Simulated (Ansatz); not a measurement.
# NTa: the cost of one run

The runs use Ansatz 0.2.0, Gaussian basis; def2-QZVPP, core rule «outside noble gas», up to 5 orbitals frozen.

Plan: UHF; ROHF; CCSD(T) on UHF.

2 further runs of the same task are left out: 2 set aside as unsound or not needed.

## Step 1: The system

The geometry is a PBE0/def2-TZVP stationary point (not a proven minimum) of the parent state, kept for this charge and spin. No spin-orbit coupling is included. Elements past krypton take def2 core potentials.

2 atoms, charge 1, spin multiplicity 4.

Atoms are counted from 1 here; the program's logs count them from 0.

Bond lengths: Ta1–N2 1.681 Å.

Coordinates:

```xyz
2
charge 1, multiplicity 4
Ta    0.0000    0.0000    0.0000
N     0.0000    0.0000    1.6810
```

## Step 2: UHF

Input file in.yaml:

```yaml
crystal:
  periodic: [false, false, false]
  atoms:
    - {symbol: Ta, position_ang: [0.000000, 0.000000, 0.000000]}
    - {symbol: N, position_ang: [0.000000, 0.000000, 1.681000]}
basis:
  gaussian: {orbitals: "def2-QZVPP.json"}
total_charge: 1
magnetization: {spin_polarized: true, initial_magnetization: 3}
hamiltonian: {xc: hf}
output: {orbitals: {seedname: orbitals}}
```

On the command line:

```bash
> ansatz run in.yaml --threads 1 --pin off --events-out ev --progress --plain --max-ram 4096MiB --backend cpu
```

Q: Estimate wall time and peak memory on 1 thread of AMD EPYC 7R13, shared host.

About 14 s, with a peak of 0.31 GiB.
